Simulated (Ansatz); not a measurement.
Crystal: Ta3AsAu2O13.

```
Ta As Au O
1.0
     6.80067   -1.92163   -0.02621
     6.80067    1.92163   -0.02621
    -1.72225    0.00000   10.37288
Ta As Au O
3 1 2 13
Cartesian
  2.9718 0.0000 6.5236
  4.8678 0.0000 0.0213
  7.0062 0.0000 10.3228
  8.9252 0.0000 3.7233
  7.0966 0.0000 6.5221
  4.8091 0.0000 3.7731
  3.2720 0.0000 8.3381
  4.7052 0.0000 5.7491
  9.6078 0.0000 6.1194
  8.6255 0.0000 2.0474
  7.2888 0.0000 4.4798
  2.2695 0.0000 4.2576
  6.9552 0.0000 8.4957
  0.8547 0.0000 6.6412
  4.9002 0.0000 1.8415
  10.8759 0.0000 3.6718
  6.8030 0.0000 0.0005
  9.3446 0.0000 10.2506
  2.5337 0.0000 0.0790
```

The cell was built by a generator and needn't be a form met in nature.

| Quantity | Value |
| --- | --- |
| Program | Ansatz 0.2.0 |
| Task | single point |
| Functional | PBE |
| Potentials or basis | Ansatz PAW |
| Cutoff | 420 eV (not typed: the program's choice for these potentials) |
| k mesh | 7 × 7 × 3 |
| Occupations | fermi-dirac, width 0.05 eV |
| Spin | no spin polarisation |

On this cell: pressure 0.0 GPa; largest force 0.015 eV/Å; band gap on the k mesh none (metal or under the smearing width).

The same run follows on a disturbed copy (atoms moved at random, drawn with an rms of 0.05 Å):

```
Ta As Au O
1.0
     6.80067   -1.92163   -0.02621
     6.80067    1.92163   -0.02621
    -1.72225    0.00000   10.37288
Ta As Au O
3 1 2 13
Direct
  0.30395 0.29382 0.63277
  0.37654 0.34263 0.00242
  0.63089 0.64752 0.99839
  0.69896 0.70681 0.36672
  0.59724 0.61028 0.63430
  0.39520 0.40296 0.36562
  0.32378 0.35869 0.80083
  0.40612 0.42828 0.56036
  0.78106 0.78389 0.59182
  0.66383 0.64987 0.20145
  0.58932 0.59052 0.43637
  0.21202 0.22076 0.41200
  0.62284 0.60747 0.82466
  0.13290 0.14854 0.64272
  0.37513 0.39898 0.18039
  0.85051 0.83365 0.35663
  0.49929 0.50078 0.00524
  0.81188 0.81148 0.99401
  0.18595 0.18909 0.00542
```

**Question.** What does the disturbed cell give?

**Answer.** The energy (extrapolated to zero smearing) moves by +16.8 meV/atom; pressure 0.5 GPa; largest force 2.867 eV/Å; band gap on the k mesh none (metal or under the smearing width).

Forces on the atoms (eV/Å):
```
Ta  -0.558  0.281 -2.785
Ta  -0.873  0.661  1.320
Ta   0.994 -0.260  1.252
As  -0.583 -0.113 -1.152
Au  -0.580 -0.115 -0.278
Au   0.068 -0.370  0.690
O    0.449 -0.154  2.827
O    0.000 -0.148 -0.546
O   -0.181 -0.082  0.050
O    0.249  0.151  0.541
O    0.152  0.092  0.245
O    0.184 -0.295  0.151
O   -0.079  0.242 -0.780
O    0.659 -0.152  0.057
O   -0.225 -0.310 -1.039
O    0.199  0.830  0.030
O   -0.170 -0.091 -0.478
O    0.419 -0.121 -0.235
O   -0.124 -0.048  0.127
```

Stress tensor (GPa, compression positive):
```
 1.08 -0.23 -0.04
-0.23 -0.13 -0.12
-0.04 -0.12  0.42
```
